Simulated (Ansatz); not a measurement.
# CH₅ClGeSe: up Jacob's ladder to CCSD(T)

An exercise on one series of results from a longer session: the logs are not shown, and one member is left open.

The runs use Ansatz 0.2.0, Gaussian basis; functionals in def2-TZVPP, the program's frozen cores in correlated methods.

The runs, in order: LDA (SPW92), PBE-D4, revPBE-D4, BLYP-D4, r2SCAN-D4, B97M-V, PBE0-D4, B3LYP-D4, r2SCANh-D4, r2SCAN0-D4, HSE06-D4, BHLYP-D4, CAM-B3LYP-D4, LC-ωPBE, ωB97X-V, ωB97M-V, B2PLYP, PBE-QIDH; CCSD(T)/def2-SVP; CCSD(T)/def2-TZVPP; MP2/def2-QZVPP; extrapolation to the limit; RPA on PBE.

**The relaxed structure**

All runs share one geometry, relaxed beforehand with PBE0-D4 in a triple-zeta def2 set.

SMILES `[CH3][GeH]([Cl])[SeH]`, 9 atoms, charge 0, spin multiplicity 1.

Atoms are counted from 1 here; the program's logs count them from 0.

Bond lengths: C1–Ge2 1.939 Å, C1–H5 1.090 Å, C1–H6 1.090 Å, C1–H7 1.091 Å, Ge2–Cl3 2.166 Å, Ge2–Se4 2.346 Å, Ge2–H8 1.535 Å, Se4–H9 1.469 Å. Angles: Ge2–C1–H5 109.7°, Ge2–C1–H6 109.5°, Ge2–C1–H7 109.4°, H5–C1–H6 109.4°, H5–C1–H7 109.8°, H6–C1–H7 109.1°, C1–Ge2–Cl3 106.5°, C1–Ge2–Se4 112.3°, C1–Ge2–H8 115.1°, Cl3–Ge2–Se4 110.3°, Cl3–Ge2–H8 106.4°, Se4–Ge2–H8 106.0°, Ge2–Se4–H9 92.2°.

The first run:

File in.yaml:

```yaml
crystal:
  periodic: [false, false, false]
  atoms:
    - {symbol: C, position_ang: [0.007973, 0.627789, -1.078859]}
    - {symbol: Ge, position_ang: [0.311673, -0.744615, 0.256596]}
    - {symbol: Cl, position_ang: [2.229260, -0.308263, 1.163246]}
    - {symbol: Se, position_ang: [-1.371017, -0.785505, 1.890180]}
    - {symbol: H, position_ang: [-0.939474, 0.443736, -1.586265]}
    - {symbol: H, position_ang: [-0.024017, 1.604098, -0.595313]}
    - {symbol: H, position_ang: [0.823146, 0.615261, -1.803172]}
    - {symbol: H, position_ang: [0.405788, -2.175770, -0.289909]}
    - {symbol: H, position_ang: [-1.354734, 0.677070, 2.026295]}
basis:
  gaussian: {orbitals: def2-TZVPP}
hamiltonian: {xc: lda}
output: {orbitals: {seedname: orbitals}}
```

Steps of the session up to this table: LDA; PBE-D4 (GGA); revPBE-D4 (GGA); BLYP-D4 (GGA); r2SCAN-D4 (meta-GGA); B97M-V (meta-GGA); PBE0-D4 (hybrid); B3LYP-D4 (hybrid); r2SCANh-D4 (hybrid); r2SCAN0-D4 (hybrid); HSE06-D4 (hybrid); BHLYP-D4 (hybrid); CAM-B3LYP-D4 (range-separated); LC-ωPBE-D4 (range-separated; the results give it without D4); ωB97X-V (range-separated); ωB97M-V (range-separated); B2PLYP (double hybrid); PBE-QIDH (double hybrid).

One of the session's tables, all rows but one given; the rest of the session is left out.

It belongs to the step «Orbital energies across the functionals». 

```
  functional  HOMO (eV)  gap (eV)
 LDA (SPW92)      -6.21      4.51
      PBE-D4      -6.07      4.61
   revPBE-D4      -6.02      4.65
     BLYP-D4      -5.89      4.50
   r2SCAN-D4      -6.36      5.14
      B97M-V          ?         ?
     PBE0-D4      -7.23      6.68
    B3LYP-D4      -6.98      6.15
  r2SCANh-D4      -6.78      5.89
  r2SCAN0-D4      -7.42      7.01
    HSE06-D4      -6.84      5.92
    BHLYP-D4      -8.23      8.64
CAM-B3LYP-D4      -8.51      8.96
     LC-ωPBE      -9.89     11.54
     ωB97X-V      -9.54     11.09
     ωB97M-V      -9.39     10.76
```

Q: Estimate the row for B97M-V from the others.

As computed: HOMO (eV): -6.43; gap (eV): 5.27. In the column «HOMO (eV)» it lies between r2SCANh-D4 (-6.78) and r2SCAN-D4 (-6.36).
